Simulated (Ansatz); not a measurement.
# TiRh3: the cost of one run

Computed with Ansatz 0.2.0 through its Python package. Level of theory: DFT PBEsol, plane waves, PAW.

## (1) The system

TiRh3 Pm-3m: Symmetry: Pm-3m, No. 221, cubic system. Conventional cell: a = 3.822 Å, b = 3.822 Å, c = 3.822 Å, α = 90.00°, β = 90.00°, γ = 90.00°. Ti (site symmetry m-3m) has 12 Rh at 2.70 Å as nearest neighbours. Rh (site symmetry 4/mmm) is surrounded by 4 Ti at 2.70 Å and 8 Rh at 2.70 Å.

Ti P6_3/mmc: Symmetry: P6_3/mmc, No. 194, hexagonal system. The conventional cell has a = 2.950 Å, b = 2.950 Å, c = 4.680 Å, α = 90.00°, β = 90.00°, γ = 120.00°. Ti (site symmetry -6m2) has 12 Ti at 2.89 to 2.95 Å as nearest neighbours.

Rh Fm-3m: It takes space group Fm-3m (No. 225, cubic). Conventional cell: a = 3.796 Å, b = 3.796 Å, c = 3.796 Å, α = 90.00°, β = 90.00°, γ = 90.00°. Rh (site symmetry m-3m) is surrounded by 12 Rh at 2.68 Å.

The script holds or builds the structure itself.

## (2) Script

The input, formation_tirh3.py:

```python
from collections import Counter
import warnings

import ansatz
import numpy as np

PHASES = {
    "TiRh3": (
        [(3.822, 0.0, 0.0), (0.0, 3.822, 0.0), (0.0, 0.0, 3.822)],
        [
            ("Ti", (0.0, 0.0, 0.0)),
            ("Rh", (0.0, 0.5, 0.5)),
            ("Rh", (0.5, 0.0, 0.5)),
            ("Rh", (0.5, 0.5, 0.0)),
        ],
    ),
    "Ti": (
        [(2.95, 0.0, 0.0), (-1.475, 2.554775, 0.0), (0.0, 0.0, 4.68)],
        [
            ("Ti", (1 / 3, 2 / 3, 0.25)),
            ("Ti", (2 / 3, 1 / 3, 0.75)),
        ],
    ),
    "Rh": (
        [(0.0, 1.89785, 1.89785), (1.89785, 0.0, 1.89785), (1.89785, 1.89785, 0.0)],
        [
            ("Rh", (0.0, 0.0, 0.0)),
        ],
    ),
}


def build(vectors, sites):
    crystal = ansatz.Crystal(lattice=ansatz.Lattice.of(vectors))
    for symbol, position in sites:
        crystal = crystal.atom(symbol, position)
    return crystal


def run_phase(name, crystal):
    calc = (
        crystal.calculation()
        .functional("PBEsol")
        .scf(tolerance=1e-07)
        .basis(500)
        .kpoints(spacing=0.27)
        .occupations("fermi_dirac", width=0.05)
        .stress()
    )
    calc = calc.relax(force_tolerance=0.03, max_steps=60, fix_cell=["shape"])
    return calc.run(threads=1, backend="cpu")


def counts(outcome):
    return Counter(site.symbol for site in outcome.lattice.sites)

def formation_energy(outcome, mu):
    n = counts(outcome)
    return (outcome.report["energy_sigma0_ev"] - sum(k * mu[element] for element, k in n.items())) / sum(n.values())


def volume_per_atom(outcome):
    return abs(np.linalg.det(outcome.lattice.cell_ang)) / len(outcome.lattice.sites)


def main() -> None:
    warnings.simplefilter("ignore", ansatz.DeckWarning)

    phases = {name: build(*cell) for name, cell in PHASES.items()}

    done = {}
    for name, crystal in phases.items():
        done[name] = run_phase(name, crystal)
        print(f"{name}: {done[name].report['energy_sigma0_ev']:.4f} eV, {len(done[name].lattice.sites)} atoms")

    references = {"Ti": "Ti", "Rh": "Rh"}
    mu = {element: done[name].report["energy_sigma0_ev"] / len(done[name].lattice.sites) for element, name in references.items()}

    target = done["TiRh3"]
    heat = formation_energy(target, mu)
    rows = [(name, len(o.lattice.sites), volume_per_atom(o), formation_energy(o, mu)) for name, o in done.items()]
    print("     phase       atoms  V (A^3/atom)  E_form (eV/atom)")
    for row in rows:
        print(f"{str(row[0]):>10}  {row[1]:10d}  {row[2]:12.3f}  {row[3]:16.4f}")


if __name__ == "__main__":
    main()
```

## (3) What the engine is handed

The engine receives this input (first run):

```yaml
crystal:
  lattice:
    - [3.822, 0.0, 0.0]
    - [0.0, 3.822, 0.0]
    - [0.0, 0.0, 3.822]
  atoms:
    - { symbol: Ti, position: [0.0, 0.0, 0.0] }
    - { symbol: Rh, position: [0.0, 0.5, 0.5] }
    - { symbol: Rh, position: [0.5, 0.0, 0.5] }
    - { symbol: Rh, position: [0.5, 0.5, 0.0] }
basis:
  ecutwfc: 500.0
kpoints:
  mp_grid:
    kspacing: 0.27
hamiltonian:
  xc: pbesol
scf:
  convergence:
    dr2_threshold: 1.0e-07
  occupations:
    method: fermi_dirac
    width: 0.05
relax:
  f_tol: 0.03
  max_steps: 60
  cell:
    fix: [shape]
output:
  stress: true
```

## (4) Launch

Launch:

```bash
python formation_tirh3.py
```

Q: Estimate wall time and peak memory on 1 thread of Arm Neoverse V1, shared host.

About 24 s, with a peak of 0.44 GiB.
